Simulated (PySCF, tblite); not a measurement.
# C4H3F2Ga: geometry, infrared bands, NMR shifts and spin-spin couplings

What infrared bands, NMR shifts and spin-spin couplings should C4H3F2Ga (`C=CC#[C][Ga]([F])[F]`) show?

Computed with tblite 0.8.0 and PySCF 2.14.0, with density-fitted response routines of our own, on a single molecule in the gas phase. Atoms are numbered from 0 throughout.

## Step 1: The starting structure

10 atoms, charge 0, multiplicity 1; geometry from: force field or distance geometry start.

Bonds of the start (Å): C0–C1 1.33, C1–C2 1.45, C2–C3 1.21, C3–Ga4 2.01, Ga4–F5 1.79, Ga4–F6 1.84, C0–H7 1.09, C0–H8 1.07, C1–H9 1.06.

## Step 2: Optimising the geometry with GFN2-xTB

What the job is given:

```
{"job": {"kind": "relax", "xc": "GFN2-xTB", "basis": "xTB"}, "charge": 0, "multiplicity": 1}
C     -2.161300    -0.791200     0.277800
C     -1.535600    -0.225400    -0.749100
C     -0.132100     0.103100    -0.605100
C      1.040300     0.383700    -0.516600
Ga     2.996200     0.812700    -0.331200
F      3.006700     2.562600     0.027600
F      3.723800    -0.769100     0.274600
H     -3.218000    -1.046200     0.202500
H     -1.602600    -0.969700     1.172600
H     -2.108500    -0.055900    -1.628500
```

Run with:

```bash
OMP_NUM_THREADS=1 python probes_run.py task.json out
```

One launch serves the whole session: the jobs run in the order shown.

The program printed:

```text
step      E/eV     max force
  0    -564.73662    1.426
  1    -564.80019    1.751
  2    -564.90142    1.496
  3    -565.02011    1.333
  4    -565.07956    0.719
  5    -565.09712    0.517
  6    -565.11524    0.480
  7    -565.12825    0.415
  8    -565.14216    0.478
  9    -565.16391    0.477
 10    -565.17787    0.493
 11    -565.18603    0.291
 12    -565.19059    0.183
 13    -565.19363    0.189
 14    -565.19795    0.258
 15    -565.20219    0.271
 16    -565.20610    0.190
 17    -565.20933    0.160
 18    -565.21166    0.117
 19    -565.21291    0.087
 20    -565.21357    0.056
 21    -565.21392    0.050
 22    -565.21415    0.040
 23    -565.21441    0.057
 24    -565.21484    0.083
 25    -565.21566    0.116
 26    -565.21706    0.161
 27    -565.21885    0.159
 28    -565.22034    0.106
 29    -565.22134    0.107
 30    -565.22227    0.099
 31    -565.22364    0.147
 32    -565.22531    0.149
 33    -565.22654    0.086
 34    -565.22722    0.080
 35    -565.22770    0.067
 36    -565.22819    0.075
 37    -565.22861    0.065
 38    -565.22884    0.032
 39    -565.22892    0.023
 40    -565.22897    0.019
 41    -565.22901    0.022
 42    -565.22904    0.018
 43    -565.22907    0.012
 44    -565.22909    0.011
 45    -565.22910    0.014
 46    -565.22912    0.019
 47    -565.22916    0.019
 48    -565.22919    0.014
 49    -565.22921    0.010
 50    -565.22922    0.007
```

It took 0.38 s on 1 thread of Arm Neoverse N1, shared host; peak memory 0.18 GiB.

The steps of the relaxation: (not every step is listed)

| step | energy from step 0 (eV) | largest force (eV/Å) |
| --- | --- | --- |
| 0 | 0.0000 | 1.4259 |
| 1 | -0.0636 | 1.7508 |
| 2 | -0.1648 | 1.4959 |
| 3 | -0.2835 | 1.3329 |
| 4 | -0.3429 | 0.7193 |
| 5 | -0.3605 | 0.5174 |
| 6 | -0.3786 | 0.4797 |
| 7 | -0.3916 | 0.4146 |
| 8 | -0.4055 | 0.4777 |
| 11 | -0.4494 | 0.2910 |
| 14 | -0.4613 | 0.2575 |
| 17 | -0.4727 | 0.1596 |
| 20 | -0.4769 | 0.0556 |
| 23 | -0.4778 | 0.0567 |
| 26 | -0.4804 | 0.1611 |
| 29 | -0.4847 | 0.1070 |
| 32 | -0.4887 | 0.1485 |
| 35 | -0.4911 | 0.0668 |
| 38 | -0.4922 | 0.0324 |
| 41 | -0.4924 | 0.0218 |
| 44 | -0.4925 | 0.0106 |
| 45 | -0.4925 | 0.0139 |
| 46 | -0.4925 | 0.0185 |
| 47 | -0.4925 | 0.0192 |
| 48 | -0.4926 | 0.0143 |
| 49 | -0.4926 | 0.0097 |
| 50 | -0.4926 | 0.0071 |

Close pairs (by a distance rule), those that changed most:

| bond | before (Å) | after (Å) | change (Å) |
| --- | --- | --- | --- |
| Ga4–F6 | 1.843 | 1.740 | -0.104 |
| C3–Ga4 | 2.011 | 1.928 | -0.083 |
| Ga4–F5 | 1.786 | 1.740 | -0.047 |
| C1–C2 | 1.449 | 1.410 | -0.039 |
| C1–H9 | 1.063 | 1.082 | +0.019 |
| C0–H7 | 1.090 | 1.076 | -0.013 |
| C0–H8 | 1.070 | 1.077 | +0.007 |
| C2–C3 | 1.209 | 1.211 | +0.002 |

The end geometry stands in the next job.

## Step 3: Harmonic vibrations with GFN2-xTB

What the job is given:

```
{"job": {"kind": "ir", "xc": "GFN2-xTB", "basis": "xTB"}, "charge": 0, "multiplicity": 1}
C     -2.287891    -0.830057     0.260311
C     -1.561234    -0.257693    -0.693306
C     -0.203811     0.081867    -0.521708
C      0.962529     0.372774    -0.376661
Ga     2.827190     0.804497    -0.145074
F      3.419445     2.440230    -0.147626
F      4.018026    -0.442071     0.088811
H     -3.321682    -1.082311     0.099810
H     -1.869401    -1.063231     1.225066
H     -1.974288    -0.019351    -1.664992
```

The program printed:

```text
mode    cm-1     km/mol
  1      -8.5      0.18
  2      51.9      1.04
  3      70.4      5.08
  4     124.4     25.86
  5     137.5     23.94
  6     170.7     25.34
  7     213.8     18.73
  8     274.6      3.80
  9     335.6      1.88
 10     466.7     76.53
 11     486.6     81.97
 12     522.8     22.38
 13     650.7      1.85
 14     895.1      5.68
 15     947.6      1.01
 16     984.6     32.28
 17    1086.1      3.37
 18    1251.3      3.04
 19    1387.6      0.99
 20    1650.9      1.37
 21    2237.4     60.06
 22    3052.7      6.20
 23    3110.5      4.03
 24    3143.4     15.26
```

It took 0.36 s on 1 thread of Arm Neoverse N1, shared host; peak memory 0.18 GiB.

Which atoms move in the most intense modes:

| cm⁻¹ | km/mol | atoms |
| --- | --- | --- |
| 124 | 25.9 | F5 42 %, F6 35 % |
| 138 | 23.9 | Ga4 29 %, C2 17 %, F6 14 %, C0 13 % |
| 171 | 25.3 | C3 46 %, C2 14 %, Ga4 13 % |
| 467 | 76.5 | F6 33 %, F5 32 %, Ga4 20 % |
| 487 | 82.0 | F5 36 %, F6 35 %, Ga4 28 % |
| 523 | 22.4 | C2 39 %, C1 21 %, H8 11 % |
| 985 | 32.3 | H8 47 %, H9 44 % |
| 2237 | 60.1 | C2 55 %, C3 44 % |

## Step 4: Shielding tensors: PBE0/pcSseg-1

Settings changed since step 3:

```diff
@@ -1,2 +1,2 @@
-{"job": {"kind": "ir", "xc": "GFN2-xTB", "basis": "xTB"}, "charge": 0, "multiplicity": 1}
+{"job": {"kind": "nmr", "xc": "PBE0", "basis": "pcSseg-1"}, "charge": 0, "multiplicity": 1}
 C     -2.287891    -0.830057     0.260311
```

With the program's defaults for keys left out, this is: GIAO PBE0/pcSseg-1 NMR shielding, non-relativistic, gas phase.

The program printed:

```text
coarse grid: 46152 points
cycle   1  E = -2277.6978730627  dE =  2.058e-01  |g| = 1.336e+00  |ddm| = 3.752e+00
cycle   2  E = -2277.2999150335  dE =  3.980e-01  |g| = 2.136e+00  |ddm| = 2.126e+00
cycle   3  E = -2277.9009206207  dE = -6.010e-01  |g| = 2.643e-01  |ddm| = 1.477e+00
cycle   4  E = -2277.9106611946  dE = -9.741e-03  |g| = 1.141e-01  |ddm| = 2.517e-01
cycle   5  E = -2277.9123840646  dE = -1.723e-03  |g| = 6.240e-02  |ddm| = 1.108e-01
cycle   6  E = -2277.9133455502  dE = -9.615e-04  |g| = 6.261e-03  |ddm| = 4.349e-02
cycle   7  E = -2277.9133514086  dE = -5.858e-06  |g| = 2.840e-03  |ddm| = 6.033e-03
final grid: 97448 points
cycle   8  E = -2277.9134146626  dE =  3.521e-06  |g| = 4.670e-03  |ddm| = 6.006e-03
cycle   9  E = -2277.9134028815  dE =  1.178e-05  |g| = 8.132e-03  |ddm| = 9.920e-03
cycle  10  E = -2277.9134203468  dE = -1.747e-05  |g| = 4.661e-04  |ddm| = 6.481e-03
cycle  11  E = -2277.9134203968  dE = -5.005e-08  |g| = 1.025e-04  |ddm| = 3.770e-04
cycle  12  E = -2277.9134203995  dE = -2.709e-09  |g| = 1.080e-05  |ddm| = 7.285e-05
cycle  13  E = -2277.9134203996  dE = -2.956e-11  |g| = 4.427e-06  |ddm| = 1.374e-05
converged SCF energy = -2277.9134203996

GIAO shielding tensors (ppm)
atom      isotropic    diamagn.    paramagn.     s11        s22        s33       span
  0 C       44.431     255.097    -210.666    -86.208     52.741    166.761    252.969
  1 C       64.130     259.811    -195.681    -46.583     77.115    161.858    208.441
  2 C       73.543     259.358    -185.816    -41.719    -29.536    291.884    333.603
  3 C       95.574     264.383    -168.809     31.031     37.251    218.440    187.408
  4 Ga    1592.218    2640.959   -1048.740   1339.306   1651.972   1785.377    446.071
  5 F      333.814     475.445    -141.631    219.109    358.567    423.767    204.658
  6 F      331.535     475.863    -144.329    216.453    355.996    422.155    205.702
  7 H       25.554      28.313      -2.759     22.315     25.463     28.883      6.568
  8 H       25.306      31.763      -6.457     21.079     25.006     29.833      8.754
  9 H       25.628      29.114      -3.486     22.908     25.889     28.087      5.178
```

Run time: 39 s. Hardware: 1 thread of Arm Neoverse N1, shared host; peak memory 0.7 GiB.

The references, computed at this level on geometries of the same kind, shield at (ppm): ¹H TMS 31.72, ¹³C TMS 186.9, ¹⁹F CFCl3 170.9. Their shielding less the atom's gives the shift. The references are single molecules in the gas phase, so shifts against H2O, NH3, PH3, H3PO4 or CFCl3 are not on the usual liquid scales and can be off by tens of ppm. Atoms listed in one row are averaged.

| atoms | environment | σ (ppm) | δ (ppm) |
| --- | --- | --- | --- |
| C0 | terminal =CH2 carbon | 44.4 | 142.5 |
| C1 | alkene CH | 64.1 | 122.8 |
| C2 | alkyne carbon | 73.5 | 113.4 |
| C3 | alkyne carbon | 95.6 | 91.4 |
| H8 | hydrogen on a terminal =CH2 carbon | 25.31 | 6.41 |
| H7 | hydrogen on a terminal =CH2 carbon | 25.55 | 6.16 |
| H9 | hydrogen on an alkene CH | 25.63 | 6.09 |
| Ga4 | Ga bonded to C, 2 F | 1592 | – |
| F5, F6 | fluorine bonded to Ga | 332.7 | -161.7 |

The run also stored atomic charges by several schemes (e):

| atoms | Mulliken | IAO | Hirshfeld | ESP fit |
| --- | --- | --- | --- | --- |
| C0 | -0.11 | -0.27 | -0.06 | -0.36 |
| C1 | -0.26 | -0.16 | -0.03 | -0.15 |
| C2 | 0.17 | 0.03 | -0.01 | 0.26 |
| C3 | -0.50 | -0.38 | -0.20 | -0.70 |
| Ga4 | 1.25 | 1.30 | 0.70 | 1.34 |
| F5, F6 | -0.48 | -0.52 | -0.29 | -0.48 |

Mayer bond orders: C0–C1 1.91, C1–C2 1.14, C2–C3 2.40, C3–Ga4 0.92, Ga4–F5 0.88, Ga4–F6 0.87.

The fields below are evaluated on a grid from the run's orbitals.

Frontier orbitals at PBE0/pcSseg-1, with the share of their density that lies nearest to each atom:

| orbital | energy (eV) | lies on |
| --- | --- | --- |
| HOMO | -7.73 | C3 33 %; C0 25 %; C1, C2 about 16 % each |
| LUMO | -1.84 | Ga4 22 %; C0, C3 about 18 % each; C2 14 % |

ELF in a plane through or near 6 of the atoms.

Values, 10 rows by 14 columns:
```
0.00 0.00 0.00 0.00 0.00 0.00 0.00 0.00 0.00 0.00 0.00 0.00 0.00 0.00
0.00 0.00 0.00 0.00 0.00 0.00 0.00 0.00 0.00 0.00 0.00 0.00 0.00 0.00
0.00 0.00 0.01 0.04 0.00 0.04 0.16 0.02 0.12 0.72 0.01 0.00 0.00 0.00
0.00 0.00 0.23 0.27 0.05 0.36 0.57 0.36 0.45 0.91 0.02 0.00 0.00 0.00
0.00 0.01 0.24 0.18 0.17 0.85 0.69 0.18 0.49 0.57 0.28 0.68 0.00 0.00
0.00 0.00 0.02 0.20 0.69 0.85 0.58 0.57 0.46 0.46 0.99 1.00 0.02 0.00
0.00 0.00 0.31 0.59 0.14 0.35 0.56 0.31 0.05 0.81 0.60 0.77 0.00 0.00
0.00 0.00 0.23 0.53 0.10 0.01 0.07 0.01 0.06 0.76 0.06 0.01 0.00 0.00
0.00 0.00 0.01 0.09 0.01 0.00 0.00 0.00 0.00 0.04 0.00 0.00 0.00 0.00
0.00 0.00 0.00 0.00 0.00 0.00 0.00 0.00 0.00 0.00 0.00 0.00 0.00 0.00
```
The map spans 13.1 Å across and 8.1 Å up, centred on the molecule. Atoms in the plane (x, y in Å): C0 (2.4, -0.4), C1 (1.6, 0.5), C2 (0.2, 0.3), C3 (-1.0, 0.2), Ga4 (-2.9, -0.1), H7 (3.5, -0.3).

log10 of the density (e/Å³) in the same plane.

Ten even steps from ' ' (-4.0) to '@' (1.6):
```
                                                        
                                                        
                                ........                
          ............::::::::::::----::..              
      ..::----::::::::----------======--::..            
      ::--====--------============++++==::..            
    ..--==++++========++++++++++++****++--::..          
    ::--==++++++++++++************##**++==--::..        
    ::--++++**####****############%%##**++====::..      
    ::--==++##@@@@####@@%%##@@##########****++--..      
    ..--==++##@@@@############****##########++--::      
    ..--==****####************++++**######**++--..      
    ::--++******++++++++++++======********++==::..      
    ..--++******++==========----==++**++====--::        
    ..--==++++++==--::----::::::--==++==----::..        
      ::--==++==--::::::::::..::::--==----::..          
        ::------::..          ....::::::....            
          ......                  ......                
                                                        
                                                        
```
The map spans 13.1 Å across and 8.1 Å up, centred on the molecule. Atoms in the plane (x, y in Å): C0 (2.4, -0.4), C1 (1.6, 0.5), C2 (0.2, 0.3), C3 (-1.0, 0.2), Ga4 (-2.9, -0.1), H7 (3.5, -0.3).

On the surface of density 0.002 e/bohr³ the electrostatic potential runs, from the 1st to the 99th percentile, from -1.28 V near F6 to 3.50 V near Ga4.

## Step 5: J couplings: B3LYP/pcSseg-1+pcJ-1

Settings changed since step 4:

```diff
@@ -1,2 +1,2 @@
-{"job": {"kind": "nmr", "xc": "PBE0", "basis": "pcSseg-1"}, "charge": 0, "multiplicity": 1}
+{"job": {"kind": "j", "xc": "B3LYP", "basis": "pcJ-1"}, "charge": 0, "multiplicity": 1}
 C     -2.287891    -0.830057     0.260311
```

Level: B3LYP/pcJ-1 Ga:pcSseg-1 indirect spin-spin coupling, non-relativistic, gas phase.

The program printed:

```text
coarse grid: 46152 points
cycle   1  E = -2278.3991557783  dE =  1.935e-01  |g| = 1.438e+00  |ddm| = 3.429e+00
cycle   2  E = -2277.7941319793  dE =  6.050e-01  |g| = 2.503e+00  |ddm| = 2.303e+00
cycle   3  E = -2278.6265300942  dE = -8.324e-01  |g| = 3.540e-01  |ddm| = 1.654e+00
cycle   4  E = -2278.6437032433  dE = -1.717e-02  |g| = 1.455e-01  |ddm| = 3.031e-01
cycle   5  E = -2278.6459653976  dE = -2.262e-03  |g| = 9.192e-02  |ddm| = 1.371e-01
cycle   6  E = -2278.6480180215  dE = -2.053e-03  |g| = 9.543e-03  |ddm| = 6.071e-02
cycle   7  E = -2278.6480327907  dE = -1.477e-05  |g| = 4.368e-03  |ddm| = 8.167e-03
cycle   8  E = -2278.6480374206  dE = -4.630e-06  |g| = 1.185e-03  |ddm| = 3.860e-03
final grid: 97448 points
cycle   9  E = -2278.6480945159  dE =  7.325e-07  |g| = 2.164e-03  |ddm| = 2.468e-03
cycle  10  E = -2278.6480913635  dE =  3.152e-06  |g| = 4.071e-03  |ddm| = 4.400e-03
cycle  11  E = -2278.6480956972  dE = -4.334e-06  |g| = 2.444e-04  |ddm| = 2.931e-03
cycle  12  E = -2278.6480957066  dE = -9.438e-09  |g| = 3.053e-05  |ddm| = 1.556e-04
cycle  13  E = -2278.6480957067  dE = -1.364e-10  |g| = 1.323e-05  |ddm| = 2.718e-05
converged SCF energy = -2278.6480957067

Indirect spin-spin couplings (Hz)
  i      j    bonds     total        FC       PSO       DSO        SD
  0 C    1 C    1     78.788    88.330    -9.686     0.143         -
  0 C    2 C    2     -1.267    -1.642     0.408    -0.033         -
  0 C    3 C    3      3.652     4.520    -0.813    -0.054         -
  0 C    7 H    1    168.669   167.966     0.194     0.508         -
  0 C    8 H    1    169.471   168.811     0.115     0.545         -
  0 C    9 H    2     -3.399    -1.733    -1.070    -0.595         -
  1 C    2 C    1     89.564    92.324    -2.981     0.222         -
  1 C    3 C    2      9.731     9.950    -0.124    -0.095         -
  1 C    7 H    2     -0.125     1.621    -1.217    -0.529         -
  1 C    8 H    2     -2.710    -0.970    -1.215    -0.525         -
  1 C    9 H    1    171.292   170.093     0.401     0.798         -
  2 C    3 C    1    164.860   158.434     6.219     0.207         -
  2 C    5 F    3      8.314     5.741     2.548    -0.380     0.405
  2 C    6 F    3      7.768     5.952     2.080    -0.362     0.100
  2 C    7 H    3     16.961    16.899     0.530    -0.468         -
  2 C    8 H    3     10.740    10.592     0.062     0.086         -
  2 C    9 H    2      0.962     1.318    -0.141    -0.216         -
  3 C    5 F    2     21.716    26.172    -5.023    -0.605     1.172
  3 C    6 F    2     22.289    26.727    -4.886    -0.578     1.026
  3 C    8 H    4     -1.357    -1.228    -0.121    -0.008         -
  3 C    9 H    3      5.611     4.990     0.932    -0.311         -
  5 F    6 F    2   -185.839   -39.367  -176.577    -2.893    32.998
  5 F    7 H    6     -0.537    -0.254     0.425    -0.714     0.005
  5 F    8 H    6     -0.691    -0.230     0.224    -0.620    -0.065
  5 F    9 H    5      0.156     0.533     0.272    -0.670     0.021
  6 F    7 H    6     -0.387    -0.166     0.389    -0.638     0.028
  6 F    8 H    6     -0.524    -0.288    -0.009    -0.264     0.037
  6 F    9 H    5     -0.305     0.146     0.405    -0.845    -0.010
  7 H    8 H    2      0.349     0.116     3.933    -3.700         -
  7 H    9 H    3     13.602    13.960     0.466    -0.825         -
  8 H    9 H    3     19.315    19.747     2.932    -3.363         -
```

It took 83 s on 1 thread of Arm Neoverse N1, shared host; peak memory 0.93 GiB.

Couplings of 1 Hz or more, nine at most for each number of bonds, with means over like pairs (isotopes 13C, 19F, 1H):

| pair | bonds | J (Hz) | Fermi contact (Hz) | dihedral (°) |
| --- | --- | --- | --- | --- |
| C1–H9 | 1 | 171.3 | 170.1 | – |
| C0–H8 | 1 | 169.5 | 168.8 | – |
| C0–H7 | 1 | 168.7 | 168.0 | – |
| C2–C3 | 1 | 164.9 | 158.4 | – |
| C1–C2 | 1 | 89.6 | 92.3 | – |
| C0–C1 | 1 | 78.8 | 88.3 | – |
| F5–F6 | 2 | -185.8 | -39.4 | – |
| C3–F5 | 2 | 22.0 | 26.4 | – |
| C1–C3 | 2 | 9.7 | 9.9 | – |
| C0–H9 | 2 | -3.4 | -1.7 | – |
| C1–H8 | 2 | -2.7 | -1.0 | – |
| C0–C2 | 2 | -1.3 | -1.6 | – |
| H8–H9 | 3 | 19.3 | 19.7 | -180 |
| C2–H7 | 3 | 17.0 | 16.9 | -180 |
| H7–H9 | 3 | 13.6 | 14.0 | 0 |
| C2–H8 | 3 | 10.7 | 10.6 | 0 |
| C2–F5 | 3 | 8.0 | 5.8 | – |
| C3–H9 | 3 | 5.6 | 5.0 | – |
| C0–C3 | 3 | 3.7 | 4.5 | – |
| C3–H8 | 4 | -1.4 | -1.2 | – |

The spin-dipole term was solved for some atoms only; pairs without it lack that part.

The response was solved for the nuclei of C, F, H alone, so couplings that need other nuclei can be missing.

Quadrupole couplings from the field gradients of the same density:

| atom | isotope | eQq/h (MHz) | η |
| --- | --- | --- | --- |
| Ga4 | 69Ga | 111.2 | 0.24 |

Joined with the shifts from before (PBE0/pcSseg-1, unscaled), the couplings predict the line list below for 600 MHz. Couplings to quadrupolar nuclei are left out.

¹H NMR δ 6.41 (m, 1H), 6.16 (m, 1H), 6.09 (m, 1H).

## Step 6: Summary of results

```
                                                                 quantity                          value
                                strongest single infrared mode (GFN2-xTB)            487 cm⁻¹, 82 km/mol
                                             zero-point energy (GFN2-xTB)                  33.2 kcal/mol
                                   ¹³C shifts against TMS (PBE0/pcSseg-1)  142.5, 122.8, 113.4, 91.4 ppm
                                    ¹H shifts against TMS (PBE0/pcSseg-1)           6.41, 6.16, 6.09 ppm
¹⁹F shifts against CFCl3 (PBE0/pcSseg-1, means over atoms taken as alike)                     -161.7 ppm
                                         shieldings of Ga (PBE0/pcSseg-1)                 Ga4 1592.2 ppm
                                    surface potential, 1st and 99th percentile             -1.28 V and 3.50 V
                     largest coupling of the table (B3LYP/pcSseg-1+pcJ-1)       ²J(F,F) F5–F6, -185.8 Hz
```

In words: Relaxing lowered the energy by 0.493 eV in 50 steps; the close pair that moved most is Ga4–F6, from 1.843 to 1.740 Å. The lowest mode is slightly imaginary (8i cm⁻¹), a soft motion within the noise of the Hessian, so the minimum is not strictly shown. The strongest single mode, at 487 cm⁻¹, is spread over several atoms, F5, F6, Ga4 among them. GFN2-xTB is a fitted tight-binding method: band positions and strengths are rough. Its intensities can rank the bands wrongly. The most deshielded carbon is C0 (terminal =CH2 carbon), at 142.5 ppm: the olefinic region. At PBE0/pcSseg-1: The widest tensor belongs to Ga4: span 446 ppm, with a paramagnetic part of -1049 ppm. At PBE0/pcSseg-1, counted by nearest atom on the grid, the HOMO lies on C3 33 %; C0 25 %, the LUMO on Ga4 22 %; C0, C3 about 18 % each. Of the pairs tabulated at B3LYP/pcSseg-1+pcJ-1, F5–F6 couples most strongly (-185.8 Hz; Fermi contact -39.4 Hz). Density functionals describe couplings to fluorine poorly, F–F couplings above all, so those rows are rough. Spin-orbit coupling is left out, which matters for shieldings and couplings at and beside the heavy atoms.
